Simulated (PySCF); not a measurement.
**LiSe⁻ under other conditions**

Aim: change spin, charge, geometry, field or solvent of LiSe⁻, one at a time, and compare with the base run.

The runs use PySCF 2.14.0; each script names its method and basis.

2 further runs of the same task are left out: 2 that didn't finish.

**1. The system as given**

LiSe⁻: 2 atoms, charge -1, spin multiplicity 1.

Bond lengths: Li1–Se2 2.325 Å.

**2. The base run**

File input.py:

```python
from pyscf import gto, scf, cc

mol = gto.M(
    atom='Li 0 0 0; Se 0 0 2.325',
    basis='ano-rcc-vdzp',
    charge=-1,
    spin=0,
    verbose=4,
)
mf = scf.RHF(mol)
mf = mf.sfx2c1e()
mf.kernel()
mycc = cc.CCSD(mf, frozen=9)
mycc.kernel()
e = mycc.eeccsd(nroots=5)[0]
print('roots (eV) =', (e*27.211386).round(3))
mf.dip_moment()
print('orbital energies (hartree):', mf.mo_energy[..., max(0, mol.nelec[1]-3):mol.nelec[0]+3].round(4))
```

The run is started by

```sh
$ OMP_NUM_THREADS=1 python input.py
```

Its log is not repeated here.

In short: E(SCF) = -2435.585143 Eh, 10 cycles, E(CCSD) − E(SCF) = -0.18053 Eh, excitation roots 0.862, 0.862, 0.862, 0.862, 0.862 eV.

The bond length is a typed value, not an optimised one. The dipole of an ion depends on the origin.

**3. Bond 1.86 Å**

Run 1 changes bond length: 2.325 Å → 1.86 Å.

File input.py:

```python
from pyscf import gto, scf, cc

mol = gto.M(
    atom='Li 0 0 0; Se 0 0 1.86',
    basis='ano-rcc-vdzp',
    charge=-1,
    spin=0,
    verbose=4,
)
mf = scf.RHF(mol)
mf = mf.sfx2c1e()
mf.kernel()
mycc = cc.CCSD(mf, frozen=9)
mycc.kernel()
e = mycc.eeccsd(nroots=5)[0]
print('roots (eV) =', (e*27.211386).round(3))
mf.dip_moment()
print('orbital energies (hartree):', mf.mo_energy[..., max(0, mol.nelec[1]-3):mol.nelec[0]+3].round(4))
```

The run is started by

```sh
$ OMP_NUM_THREADS=1 python input.py
```

**4. Bond 2.906 Å**

Run 2 changes bond length: 2.325 Å → 2.906 Å.

Edit input.py of step 2 so:

```diff
@@ -3,3 +3,3 @@
 mol = gto.M(
-    atom='Li 0 0 0; Se 0 0 2.325',
+    atom='Li 0 0 0; Se 0 0 2.906',
     basis='ano-rcc-vdzp',
```

**5. PCM, ε = 2.27**

Run 3 changes solvent: none (gas phase) → PCM, ε = 2.27; step after the SCF: eomee → analyze.

File input.py:

```python
from pyscf import gto, scf, solvent

mol = gto.M(
    atom='Li 0 0 0; Se 0 0 2.325',
    basis='ano-rcc-vdzp',
    charge=-1,
    spin=0,
    verbose=4,
)
mf = scf.RHF(mol)
mf = mf.sfx2c1e()
mf = solvent.PCM(mf)
mf.with_solvent.eps = 2.27
mf.kernel()
mf.analyze()
print('orbital energies (hartree):', mf.mo_energy[..., max(0, mol.nelec[1]-3):mol.nelec[0]+3].round(4))
```

**6. Electric field 0.2 a.u.**

Run 4 changes electric field: none → 0.2 a.u.

Edit input.py of step 2 so:

```diff
@@ -11,2 +11,7 @@
 mf = mf.sfx2c1e()
+field = 0.2  # electric field along z, atomic units
+h = mf.get_hcore() + field*mol.intor('int1e_r')[2]
+mf.get_hcore = lambda *args: h
+e_nuc = mol.energy_nuc() - field*mol.atom_charges() @ mol.atom_coords()[:, 2]
+mf.energy_nuc = lambda *args: e_nuc
 mf.kernel()
```

Q: Predict the outcome of this session. Wanted: for each run, E(SCF); from base; gap; after the SCF.

**Answer**, as computed:

```
                                  run  E(SCF) (hartree)  from base (eV)  cycles  gap (eV)                                                 after the SCF
                                 base      -2435.585143               0      10      5.45   CCSD correlation -4.912 eV, core frozen, first root 0.86 eV
                          bond 1.86 Å      -2435.562989         +0.6029      10      6.39   CCSD correlation -4.913 eV, core frozen, first root 1.49 eV
                         bond 2.906 Å      -2435.551461         +0.9166      11      4.94   CCSD correlation -5.015 eV, core frozen, first root 0.30 eV
                        PCM, ε = 2.27      -2435.662320         -2.1001       9      7.05                                                           n/a
electric field 0.2 a.u. (poor choice)      -2437.791147  not comparable      13      4.47  CCSD correlation -5.607 eV, core frozen, first root -0.64 eV
```

What this shows: Of the runs whose energies can be compared, “PCM, ε = 2.27” moves the SCF energy most (-2.100 eV). A continuum solvent with ε = 2.27 lowers the energy by 2.100 eV, a large gain because the system is charged. Rows marked «poor choice» come from settings spoiled on purpose.
